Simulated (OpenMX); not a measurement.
Mn in OpenMX: the effect of starting spin order

Sheet: Mn, a sheet with vacuum.

```xyz
1
Lattice="2.6143 0.0000 0.0000 0.0000 2.6143 0.0000 0.0000 0.0000 23.8000" Properties=species:S:1:pos:R:3 pbc="T T T"
Mn    0.0000    0.0000    7.0001
```

The cell was built by a generator and needn't be a form met in nature.

Alike in all runs:

* Program: OpenMX 3.8.5
* Task: single point
* Functional: PBE
* Potentials or basis: OpenMX 2013 PBE set, Mn6.0-s3p2d2, grid cutoff 400 Ry
* k mesh: 11 × 11 × 1
* Occupations: fermi-dirac, width 0.05 eV

Question: One run gave: energy over the lowest run 1429.5 meV/atom; final net moment 0.00 μB; final largest site moment 0.00 μB. Which starting spin order did it use?
A. ferromagnetic start, larger moments
B. nm
C. fm

Answer: B.

```tsv
starting spin order	spin	starting moments	energy over the lowest run (meV/atom)	final net moment (μB)	final largest site moment (μB)
fm	collinear spin, ferromagnetic start	[4.0] μB	0.0	4.19	4.19
ferromagnetic start, larger moments	collinear spin, ferromagnetic start	[5.5] μB	0.0	4.19	4.19
nm	collinear spin, zero start	[0.0] μB	1429.5	0.00	0.00
```

Caveats: no basis functions reach into the vacuum, so the work function isn't listed.
